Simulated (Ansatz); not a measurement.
# GaGe (F-43m) in Ansatz: reference runs

Reference runs on GaGe: the cell as given and a disturbed copy.

All numbers are computed with Ansatz 0.2.0; they aren't measurements. Logs are shortened: lines on timing, memory, paths and dates and some standing lists are left out, and cuts for length are marked.

## 1. Starting point

Symmetry: F-43m, No. 216, cubic system. Conventional cell: a = 5.796 Å, b = 5.796 Å, c = 5.796 Å, α = 90.00°, β = 90.00°, γ = 90.00°. Ge (site symmetry -43m) has 4 Ga at 2.51 Å as nearest neighbours. Ga (site symmetry -43m) has 4 Ge at 2.51 Å as nearest neighbours.

The cell comes from a database or a generator and needn't be the stable form of this composition.

## 2. Single point, PBE

Contents of input.yaml:

```yaml
crystal:
  lattice:
    - [0.0, 2.897844, 2.897844]
    - [2.897844, 0.0, 2.897844]
    - [2.897844, 2.897844, 0.0]
  atoms:
    - { symbol: Ge, position: [0.0, 0.0, 0.0] }
    - { symbol: Ga, position: [0.25, 0.25, 0.25] }
kpoints:
  mp_grid: { grid: [8, 8, 8] }
scf:
  occupations: { method: fermi_dirac, width: 0.05 }
hamiltonian:
  xc: pbe
  pseudopotentials: { kind: all_electron, lapw: { basis_error: 0.001 } }
output:
  forces: true
  stress: true
  eigenvalues: true
  populations: true
```

Potentials or basis: all-electron LAPW, scalar-relativistic.

On the command line:

```console
$ ansatz run input.yaml --threads 1 --pin off --max-ram 3072MiB --backend cpu --events-out ev --progress --plain --runs-dir out
```

The log of the run:

```text
Warning: RAYON_NUM_THREADS=1 ignored (pool sized by the plan → 1); use --threads N
Ge: projections on atomic orbitals take those of the free atom 1s2 2s2 2p6 3s2 3p6 3d10 4s2 4p2, of charge +0.00 (hamiltonian.pseudopotentials.projection_atoms)
Ga: projections on atomic orbitals take those of the free atom 1s2 2s2 2p6 3s2 3p6 3d10 4s2 4p1, of charge +0.00 (hamiltonian.pseudopotentials.projection_atoms)
LAPW: plane waves up to 8.880 Å⁻¹, error target 1.0e-3 eV per atom; small_component_spin mean_spin; Ga in spheres of 1.259 Å, 21 of its electrons in bands, Dirac shells []; Ge in spheres of 1.250 Å, 22 of its electrons in bands, Dirac shells [] (how accurate: hamiltonian.pseudopotentials.lapw.basis_error, Limitations)
Engine: ansatz 0.2.0, x86_64-unknown-linux-gnu
Pseudopotentials: kind: all_electron
Pseudopotential: Ge, LAPW, valence charge 22, lapw/all_electron/scalar/gaussian/Ge, Koelling and Harmon's equation, gaussian nucleus
Pseudopotential: Ga, LAPW, valence charge 21, lapw/all_electron/scalar/gaussian/Ga, Koelling and Harmon's equation, gaussian nucleus
Functional definition: PBE
  parameter kappa = 0.804
  parameter beta = 0.06672455060314922
  exchange = pbe_x(kappa = kappa, mu = beta*pi^2/3)
  correlation = pbe_c(beta = beta)
Crystal: 2 atoms, lattice volume = 48.669 Å³
Basis set: ecut = 300.4489988429847 eV, 561 PW (Γ), exchange–correlation at level 2
Bands: 26, of which v1, the nominal top of the filled ones, is band 22 counted from 1 (21 counted from 0)
Symmetry: 24 space group operations
Space group: F-43m (ITA 216), of the structure as read, at distance tolerance 3.7e-5 Å
k-points: 29 of 512 (time reversal used)
Non-local potential: Ge, projectors of the file, none
Non-local potential: Ga, projectors of the file, none
Initial density: superposition of atomic densities (chi_scale 0.1, normalization cell, long waves kept (reshape's long-wave potential 0.00 eV rms))
Initial wavefunctions: plane waves of lowest kinetic energy (no species holds an atomic orbital)
Functional: x = pbe(κ = 0.804, μ = 0.2195149727645171), c = pbe(β = 0.06672455060314922)
iter 1 solved again at ethr=4.03e-4 eV; its pass at ethr=1.00e-1 eV (dr2=1.73e-1 eV) is discarded
SCF iter   1: F=—  HF=-110015.870121 eV  |F-HF|=—  |Δ(HF+E_count)|=         —  Δρ=1.86e-2  dr2=1.74e-1  ethr=4.03e-4  ⟨swp⟩=2.9  Hψ=4727  notcnv=0
preconditioner: auto → LDOS  [insulator: Δε(μ)=0.274 eV  Ē_g=20.217 eV  σ=0.050 eV  W_gap=0.67  n_scr=14 (ndim 8)  ℏωp=27.7 eV  f_vac=0.117  D(μ)=1.09/eV (n_scr^D=8)  ε∞_Penn≈2.9  β→1.0]
SCF iter   2: F=—  HF=-110015.930843 eV  |F-HF|=—  |Δ(HF+E_count)|=   6.07e-2  Δρ=5.17e-3  dr2=2.31e-2  ethr=4.03e-4  ⟨swp⟩=2.1  Hψ=2266  notcnv=0
SCF iter   3: F=—  HF=-110015.852499 eV  |F-HF|=—  |Δ(HF+E_count)|=   7.83e-2  Δρ=3.22e-3  dr2=6.72e-3  ethr=5.37e-5  ⟨swp⟩=3.0  Hψ=2451  notcnv=0
SCF iter   4: F=—  HF=-110015.832575 eV  |F-HF|=—  |Δ(HF+E_count)|=   1.99e-2  Δρ=1.17e-3  dr2=8.90e-4  ethr=1.56e-5  ⟨swp⟩=2.0  Hψ=2134  notcnv=0
SCF iter   5: F=—  HF=-110015.831723 eV  |F-HF|=—  |Δ(HF+E_count)|=   8.52e-4  Δρ=4.52e-4  dr2=1.58e-4  ethr=2.07e-6  ⟨swp⟩=2.0  Hψ=2132  notcnv=0
iter 6 solved again at ethr=1.75e-8 eV; its pass at ethr=3.68e-7 eV (dr2=7.51e-6 eV) is discarded
SCF iter   6: F=—  HF=-110015.831421 eV  |F-HF|=—  |Δ(HF+E_count)|=   3.02e-4  Δρ=1.32e-4  dr2=7.48e-6  ethr=1.75e-8  ⟨swp⟩=2.0  Hψ=3686  notcnv=0
SCF iter   7: F=—  HF=-110015.831429 eV  |F-HF|=—  |Δ(HF+E_count)|=   8.37e-6  Δρ=1.79e-5  dr2=1.07e-7  ethr=1.74e-8  ⟨swp⟩=3.0  Hψ=2235  notcnv=0
SCF iter   8: F=-110015.831430 eV  HF=-110015.831430 eV  |F-HF|=4.19e-9  |Δ(HF+E_count)|=   2.51e-7  Δρ=2.51e-6  dr2=1.86e-9  ethr=2.48e-10  ⟨swp⟩=3.0  Hψ=2235  notcnv=0
SCF 1 converged in 8 iterations: F = -110015.831430 eV  dr2 = 1.86e-9
SCF converged after 8 iterations
Free energy (F): -110015.831430 eV
Harris-Foulkes:  -110015.831430 eV  (|F-HF|=4.19e-9)
Internal energy: -110015.822899 eV  (E = F + TS)
E sigma→0 (E₀):  -110015.827164 eV
Entropy (-TS):   -0.008531 eV (-4.265 meV/atom)
Fermi energy:    7.805782 eV
--- Per-component energies (eV) ---
  E_band       = -1913.083452
  E_kinetic    = 112253.795368
  E_xc         = -4228.719870
  E_electrostatic = -218040.898397  (all electrons and nuclei)
  E_smearing   = -0.008531  (= −TS)
  E_closure    = 0.000000  (closes the sum)
  E_atoms      = -110008.744476  (free atoms, spherical and without spin; not in F)
  Σ components = -110015.831430   (vs F -110015.831430, Δ=0.00e0)
  Basis errors (estimates in eV, not in F): energy 4.3e-4 per atom: plane waves 4.0e-4 (2.3e-4 summed), levels above the bands 2.1e-69, relativity 2.7e-8, radial functions 3.8e-5, core shells 4.3e-11; eigenvalues (radial functions only) 9.6e-7; not estimated: angular momenta, meshes, grids; target (lapw.basis_error) 1.0e-3; muffin-tin radii Ga 1.259 Å, Ge 1.250 Å
--- Forces (eV/Å), atoms counted from 1 ---
  atom   1  Ge    -0.00000000     0.00000000     0.00000000
  atom   2  Ga     0.00000000    -0.00000000    -0.00000000
  max |Σ_I F_I| component: 2.78e-17 eV/Å
--- Stress (GPa, compression-positive) ---
        0.240038       0.000000       0.000000
        0.000000       0.240038       0.000000
        0.000000       0.000000       0.240038
  P = ⅓ Tr σ = 0.2400 GPa (2.400 kbar)
--- Band table (eV; the first three rows and the last of 29) ---
  k-point 0: bands = ["-155.2368", "-135.3714", "-102.3652", "-102.3652", "-102.3652", "-86.1003", "-86.1003", "-86.1003", "-16.1353", "-16.1353", "-16.1353", "-16.1166", "-16.1166", "-6.5055", "-6.5055", "-6.5055", "-6.4462", "-6.4462", "-2.7272", "9.4922", "9.4922", "9.4922", "9.8736", "12.1691", "12.1691", "12.1691"]
  k-point 1: bands = ["-155.2368", "-135.3714", "-102.3652", "-102.3652", "-102.3652", "-86.1003", "-86.1003", "-86.1003", "-16.1352", "-16.1349", "-16.1349", "-16.1165", "-16.1165", "-6.5095", "-6.5028", "-6.5028", "-6.4465", "-6.4465", "-2.5447", "7.4089", "9.1906", "9.1906", "10.7014", "12.5765", "12.5765", "12.9557"]
  k-point 2: bands = ["-155.2368", "-135.3714", "-102.3652", "-102.3652", "-102.3652", "-86.1003", "-86.1003", "-86.1003", "-16.1352", "-16.1340", "-16.1340", "-16.1162", "-16.1162", "-6.5192", "-6.4970", "-6.4970", "-6.4464", "-6.4464", "-2.0178", "5.1557", "8.6821", "8.6821", "10.3395", "13.1333", "13.1333", "14.9139"]
  k-point 28: bands = ["-155.2368", "-135.3714", "-102.3652", "-102.3652", "-102.3652", "-86.1003", "-86.1003", "-86.1003", "-16.1350", "-16.1335", "-16.1298", "-16.1172", "-16.1145", "-6.5436", "-6.4819", "-6.4729", "-6.4541", "-6.4450", "0.3689", "2.1513", "5.6582", "5.7708", "13.5778", "13.6127", "13.9461", "14.2691"]
--- Löwdin populations: 2 sites ---
  site symbol       q [e]
     0     Ge     31.9311
     1     Ga     31.0302
  spilling = 0.000614 (of n_electrons = 63.000000)
```

Run time: 5.1 s. Hardware: 1 thread of AMD EPYC 9R45 (Zen 5), shared host; peak memory 0.35 GiB.

What came out:

```
Free energy            : -110015.8314 eV
Pressure               : 0.2 GPa
Band gap on the k mesh : none (metal or under the smearing width)
```

## 3. Single point, PBE (atoms moved at random, drawn with an rms of 0.05 Å)

Changes to input.yaml since step 2:

```diff
@@ -6,4 +6,4 @@
   atoms:
-    - { symbol: Ge, position: [0.0, 0.0, 0.0] }
-    - { symbol: Ga, position: [0.25, 0.25, 0.25] }
+    - { symbol: Ge, position: [-0.007234, -0.010274, 0.025349] }
+    - { symbol: Ga, position: [0.239969, 0.246622, 0.264274] }
 kpoints:
```

Potentials or basis: all-electron LAPW, scalar-relativistic.

On the command line:

```console
$ ansatz run input.yaml --threads 1 --pin off --max-ram 3072MiB --backend cpu --events-out ev --progress --plain --runs-dir out
```

The log of the run:

```text
Warning: RAYON_NUM_THREADS=1 ignored (pool sized by the plan → 1); use --threads N
Ge: projections on atomic orbitals take those of the free atom 1s2 2s2 2p6 3s2 3p6 3d10 4s2 4p2, of charge +0.00 (hamiltonian.pseudopotentials.projection_atoms)
Ga: projections on atomic orbitals take those of the free atom 1s2 2s2 2p6 3s2 3p6 3d10 4s2 4p1, of charge +0.00 (hamiltonian.pseudopotentials.projection_atoms)
LAPW: plane waves up to 8.983 Å⁻¹, error target 1.0e-3 eV per atom; small_component_spin mean_spin; Ga in spheres of 1.248 Å, 21 of its electrons in bands, Dirac shells []; Ge in spheres of 1.239 Å, 22 of its electrons in bands, Dirac shells [] (how accurate: hamiltonian.pseudopotentials.lapw.basis_error, Limitations)
[... 9 set-up lines as earlier in the session ...]
Crystal: 2 atoms, lattice volume = 48.669 Å³
Basis set: ecut = 307.43908758223705 eV, 609 PW (Γ), exchange–correlation at level 2
[... 32 lines left out ...]
  E_electrostatic = -218040.915851  (all electrons and nuclei)
  E_smearing   = -0.008142  (= −TS)
  E_closure    = 0.000000  (closes the sum)
  E_atoms      = -110008.744476  (free atoms, spherical and without spin; not in F)
  Σ components = -110015.826821   (vs F -110015.826821, Δ=0.00e0)
  Basis errors (estimates in eV, not in F): energy 4.4e-4 per atom: plane waves 4.0e-4 (2.3e-4 summed), levels above the bands 2.1e-69, relativity 3.0e-8, radial functions 4.1e-5, core shells 4.8e-11; eigenvalues (radial functions only) 1.0e-6; not estimated: angular momenta, meshes, grids; target (lapw.basis_error) 1.0e-3; muffin-tin radii Ga 1.248 Å, Ge 1.239 Å
--- Forces (eV/Å), atoms counted from 1 ---
  atom   1  Ge    -0.05040815    -0.19641972     0.04902405
  atom   2  Ga     0.05040860     0.19641886    -0.04902404
  max |Σ_I F_I| component: 8.60e-7 eV/Å
--- Stress (GPa, compression-positive) ---
        0.313170      -0.293964       1.077102
       -0.293964       0.197488       0.300700
        1.077102       0.300700       0.313629
  P = ⅓ Tr σ = 0.2748 GPa (2.748 kbar)
--- Band table (eV; the first three rows and the last of 260) ---
  k-point 0: bands = ["-155.2372", "-135.3722", "-102.3707", "-102.3650", "-102.3608", "-86.1048", "-86.1007", "-86.0978", "-16.1376", "-16.1356", "-16.1344", "-16.1170", "-16.1168", "-6.5084", "-6.5070", "-6.5046", "-6.4473", "-6.4471", "-2.7275", "9.3636", "9.4758", "9.6378", "9.8739", "12.0541", "12.1826", "12.2751"]
  k-point 1: bands = ["-155.2372", "-135.3722", "-102.3707", "-102.3650", "-102.3608", "-86.1048", "-86.1007", "-86.0978", "-16.1375", "-16.1351", "-16.1340", "-16.1170", "-16.1167", "-6.5095", "-6.5058", "-6.5038", "-6.4475", "-6.4473", "-2.5467", "7.4941", "9.0859", "9.1999", "10.6543", "12.5489", "12.6575", "12.9544"]
  k-point 2: bands = ["-155.2372", "-135.3722", "-102.3707", "-102.3650", "-102.3608", "-86.1048", "-86.1007", "-86.0979", "-16.1374", "-16.1341", "-16.1330", "-16.1169", "-16.1165", "-6.5197", "-6.5000", "-6.4986", "-6.4474", "-6.4472", "-2.0268", "5.2432", "8.6024", "8.7101", "10.2686", "13.0509", "13.1874", "14.9279"]
  k-point 259: bands = ["-155.2372", "-135.3722", "-102.3707", "-102.3650", "-102.3608", "-86.1048", "-86.1008", "-86.0979", "-16.1356", "-16.1344", "-16.1332", "-16.1159", "-16.1155", "-6.5343", "-6.4912", "-6.4902", "-6.4453", "-6.4451", "-0.7386", "2.3621", "8.1119", "8.2790", "9.9145", "13.0494", "13.2976", "16.0237"]
--- Löwdin populations: 2 sites ---
  site symbol       q [e]
     0     Ge     31.9313
     1     Ga     31.0301
  spilling = 0.000614 (of n_electrons = 63.000000)
```

populations.tsv:

```text
# site	symbol	l	j	q
# orbitals = lowdin
# n_electrons = 63.000000
# spilling = 0.000614
# projection_atom_Ge: 1s2 2s2 2p6 3s2 3p6 3d10 4s2 4p2
# projection_atom_Ga: 1s2 2s2 2p6 3s2 3p6 3d10 4s2 4p1
0	Ge	0_1S	-	1.999985
0	Ge	0_2S	-	1.999261
0	Ge	0_3S	-	1.983719
0	Ge	0_4S	-	1.354270
0	Ge	1_2P	-	5.999989
0	Ge	1_3P	-	5.996303
0	Ge	1_4P	-	2.602555
0	Ge	2_3D	-	9.995169
1	Ga	0_1S	-	1.999989
1	Ga	0_2S	-	1.999437
1	Ga	0_3S	-	1.986767
1	Ga	0_4S	-	1.152686
1	Ga	1_2P	-	5.999990
1	Ga	1_3P	-	5.996081
1	Ga	1_4P	-	1.909139
1	Ga	2_3D	-	9.985982
```

Run time: 41 s. Hardware: 1 thread of AMD EPYC 9R45 (Zen 5), shared host; peak memory 0.85 GiB.

What came out:

* Free energy: -110015.8268 eV
* Pressure: 0.3 GPa
* Largest force: 0.209 eV/Å
* Band gap on the k mesh: none (metal or under the smearing width)

Forces in eV/Å, atoms in the order of the input:
```
Ge  -0.050 -0.196  0.049
Ga   0.050  0.196 -0.049
```

Levels at points of the mesh, in eV from the Fermi level:
```
              k point  band 18  band 19  band 20  band 21  band 22  band 23  band 24  band 25  band 26
   (0.00, 0.00, 0.00)   -14.25   -10.53     1.56     1.67     1.84     2.07     4.25     4.38     4.47
  (0.00, 0.00, -0.50)   -14.25    -8.62    -5.24     0.32     0.43     2.00     5.24     5.39     8.17
  (0.00, -0.50, 0.00)   -14.25    -8.54    -5.44     0.31     0.48     2.11     5.25     5.50     8.22
 (0.00, -0.50, -0.50)   -14.24    -7.51    -5.81    -1.26    -1.23     2.33     2.44    11.00    11.05
  (-0.50, 0.00, 0.00)   -14.25    -8.58    -5.33     0.28     0.48     2.05     5.20     5.48     8.19
 (-0.50, 0.00, -0.50)   -14.24    -7.52    -5.80    -1.29    -1.21     2.29     2.48    10.94    11.11
 (-0.50, -0.50, 0.00)   -14.24    -7.51    -5.81    -1.26    -1.23     2.33     2.44    11.00    11.05
(-0.50, -0.50, -0.50)   -14.25    -8.54    -5.44     0.31     0.48     2.11     5.25     5.50     8.22
```
